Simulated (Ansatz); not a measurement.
# CH₅AlFNS: a ladder of functionals and wavefunction methods

An exercise on one series of results from a longer session: the logs are not shown, and one member is left open.

The runs use Ansatz 0.2.0, Gaussian basis; functionals in def2-TZVPP, the program's frozen cores in correlated methods.

Plan: PBE-D4, r2SCAN-D4, PBE0-D4, B3LYP-D4, ωB97X-V, ωB97M-V, B2PLYP; CCSD(T)/def2-TZVPP; MP2/def2-QZVPP; extrapolation to the limit.

**Structure used throughout**

All runs share one geometry, relaxed beforehand with PBE0-D4 in a triple-zeta def2 set.

10 atoms, charge 0, spin multiplicity 1.

Atoms are counted from 1 here; the program's logs count them from 0.

Bond lengths: N1–Al2 1.759 Å, N1–H6 1.008 Å, N1–H7 1.006 Å, Al2–S3 2.190 Å, Al2–C4 1.977 Å, S3–H8 1.344 Å, C4–F5 1.404 Å, C4–H9 1.096 Å, C4–H10 1.096 Å. Angles: Al2–N1–H6 122.0°, Al2–N1–H7 127.3°, H6–N1–H7 110.7°, N1–Al2–S3 122.3°, N1–Al2–C4 118.8°, S3–Al2–C4 118.8°, Al2–S3–H8 93.5°, Al2–C4–F5 108.9°, Al2–C4–H9 113.1°, Al2–C4–H10 113.1°, F5–C4–H9 107.6°, F5–C4–H10 107.6°, H9–C4–H10 106.4°.

Set-up of the first run:

Contents of in.yaml:

```yaml
crystal:
  periodic: [false, false, false]
  atoms:
    - {symbol: N, position_ang: [-0.792447, -0.961349, -1.156096]}
    - {symbol: Al, position_ang: [0.174380, -0.321182, 0.166796]}
    - {symbol: S, position_ang: [1.350152, -1.610793, 1.489686]}
    - {symbol: C, position_ang: [0.198022, 1.632090, 0.471884]}
    - {symbol: F, position_ang: [-0.612090, 2.251548, -0.492466]}
    - {symbol: H, position_ang: [-1.331323, -0.363084, -1.762237]}
    - {symbol: H, position_ang: [-0.896712, -1.924985, -1.424612]}
    - {symbol: H, position_ang: [0.977324, -2.738046, 0.859768]}
    - {symbol: H, position_ang: [-0.185028, 1.917046, 1.458649]}
    - {symbol: H, position_ang: [1.200720, 2.067656, 0.391626]}
basis:
  gaussian: {orbitals: def2-TZVPP}
hamiltonian: {xc: pbe, dispersion: d4}
output: {forces: true, orbitals: {seedname: orbitals}}
```

Started as:

```sh
$ ansatz run in.yaml --threads 4 --pin off --events-out ev --progress --plain --max-ram 10444MiB
```

Steps of the session up to this table: PBE-D4 (GGA); r2SCAN-D4 (meta-GGA); PBE0-D4 (hybrid); B3LYP-D4 (hybrid); ωB97X-V (range-separated); ωB97M-V (range-separated); B2PLYP (double hybrid); CCSD(T) in def2-TZVPP; MP2 in def2-QZVPP.

One of the session's tables, all rows but one given; the rest of the session is left out.

```
            method  atomisation energy (eV)
            PBE-D4                   36.336
         r2SCAN-D4                   35.715
           PBE0-D4                   35.549
          B3LYP-D4                   35.613
           ωB97X-V                   35.849
           ωB97M-V                   35.862
            B2PLYP                   35.202
     HF/def2-TZVPP                   25.016
    MP2/def2-TZVPP                        ?
   CCSD/def2-TZVPP                   33.988
CCSD(T)/def2-TZVPP                   34.566
           MP2/CBS                   36.359
       CCSD(T)/CBS                   35.712
```

**Question.** Estimate the row for MP2/def2-TZVPP.

The run gave: atomisation energy (eV): 35.213. In the column «atomisation energy (eV)» it lies between B2PLYP (35.202) and PBE0-D4 (35.549).

To keep in mind: Free atoms (1 N, 1 Al, 1 S, 1 C, 1 F, 5 H) were run apart at each level; the atomisation energy is their sum less the molecule, without zero-point or spin-orbit terms.
